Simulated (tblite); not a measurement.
# B2H4O5: the cost of one run

Programs: tblite 0.8.0 and PySCF 2.14.0. All values are calculated, for the isolated system unless a continuum is named. Atoms count from 0, parts from 1.

### Step 1. The system as given

11 atoms, charge 0, multiplicity 1; geometry: distance geometry start.

### Step 2. Geometry optimisation with GFN2-xTB

The job: settings as JSON, then the geometry in Å.

```
{"job": {"kind": "relax", "xc": "GFN2-xTB", "basis": "xTB"}, "charge": 0, "multiplicity": 1}
O      2.172412     0.716303    -0.236149
B      1.162123    -0.255088    -0.679960
O     -0.101050     0.018193    -1.387065
B     -0.725246    -0.005397    -0.047203
O     -0.389912     1.253757     0.651235
O     -2.076585    -0.494951     0.028326
O      0.303585    -1.032151     0.224165
H      2.697880     0.265413     0.432363
H     -0.713126     2.048092     0.173405
H     -2.353592    -0.595795     0.997192
H      0.068012    -1.916167    -0.178461
```

Level: GFN2-xTB geometry optimisation, gas phase.

On the command line:

```sh
$ OMP_NUM_THREADS=1 python cluster_run.py task.json out
```

One launch serves the whole session: the jobs run in the order shown.

**Question.** How long does this first job take on 1 thread of Arm Neoverse V1, shared host?

About 4.3 s.
